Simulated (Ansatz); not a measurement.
Ni3GeC, space group Pm-3m: relaxations under a series of pressures, run with the Ansatz DFT code, driven from Python.

Input file `ni3gec.extxyz`:
```text
5
Lattice="3.808709 0.0 0.0 0.0 3.808709 0.0 0.0 0.0 3.808709" Properties=species:S:1:pos:R:3:initial_magmoms:R:1 pbc="T T T"
Ni    0.00000000    1.90435450    1.90435450  1.00
Ni    1.90435450    1.90435450    0.00000000  1.00
Ni    1.90435450    0.00000000    1.90435450  1.00
Ge    0.00000000    0.00000000    0.00000000  0.00
C     1.90435450    1.90435450    1.90435450  0.00
```

`compress.py`:
```python
from dataclasses import dataclass
import logging
import sys
import warnings

import ansatz as az
import numpy as np
import pandas as pd

logging.basicConfig(stream=sys.stdout, format="[%(levelname)s] %(message)s")
logger = logging.getLogger("calc")
logger.setLevel(logging.INFO)


@dataclass(frozen=True)
class RunConfig:
    xc: str = "lda"
    k_length: int = 20
    occupations: str = "Fermi-Dirac"


settings = RunConfig()

def edges_and_angles(cell):
    cell = np.asarray(cell)
    a, b, c = np.linalg.norm(cell, axis=1)
    cosines = cell[1] @ cell[2] / (b * c), cell[0] @ cell[2] / (a * c), cell[0] @ cell[1] / (a * b)
    return (a, b, c, *np.degrees(np.arccos(cosines)))

warnings.simplefilter("ignore", az.DeckWarning)

crystal = az.Crystal.from_extxyz("ni3gec.extxyz")

calculation = crystal.calculation()
calculation = calculation.functional(settings.xc)
calculation = calculation.kpoints(length=settings.k_length)
calculation = calculation.occupations(settings.occupations)
calculation = calculation.spin(az.SpinTreatment.COLLINEAR)

rows = []
for pressure in [0, 10, 20, 30, 40]:
    done = calculation.relax(cell=True, pressure=pressure, force_tolerance=0.02).run(threads=1, backend="cpu")
    cell = done.lattice.cell_ang
    n_atoms = len(done.lattice.sites)
    volume = abs(np.linalg.det(cell)) / n_atoms
    enthalpy = done.report["free_energy_ev"] / n_atoms + pressure * volume / 160.21766
    rows.append((pressure, volume, enthalpy, *edges_and_angles(cell)))
    logger.info(f"{pressure} GPa done: {volume:.4f} A^3/atom")

table = pd.DataFrame(rows, columns=["P_GPa", "V_A3_atom", "H_eV_atom", "a", "b", "c", "alpha", "beta", "gamma"])
print(table.round(4).to_string(index=False))
p, v = np.array([row[0] for row in rows], float), np.array([row[1] for row in rows])
print("mean bulk modulus between rows (GPa):", np.round(-np.diff(p) / np.diff(np.log(v)), 1))
```

Its results, one of them left out:

| P (GPa) | relaxed V (Å³/atom) |
| --- | --- |
| 0 | 10.391 |
| 10 | 9.974 |
| 20 | 9.634 |
| 30 | 9.347 |
| 40 | ? |

What volume does the cell relax to at 40 GPa?

Murnaghan's form V = V0 (1 + B' P / B0)^(-1/B') through the 4 rows shown gives V0 = 10.390 Å³, B0 = 224.0 GPa and B' = 4.28, and so 9.100 Å³ an atom at 40 GPa. The run gave 9.098 Å³, 0.02 % away.

Notes:
- The SCF didn't keep the moments it started from (some shrank, vanished or turned); what is printed is the state reached.
- At a fixed pressure a relaxation lowers the enthalpy F + PV, while F alone can rise.
- For a metal this k-point mesh is coarse: on a finer one energies can move by several to tens of meV an atom and pressures by half a GPa or more, differences at one mesh by less.
- The structure comes from a database of computed cells and needn't be a stable or known phase.
- Symmetry holds the cell in this phase, whether or not it is the stable one at each pressure.
- The script silences the warnings on its input, which a real study should read.
- Wall time of the script: 2.8 min on 1 thread of Arm Neoverse V1, with other jobs on the host, peak memory 0.46 GiB.
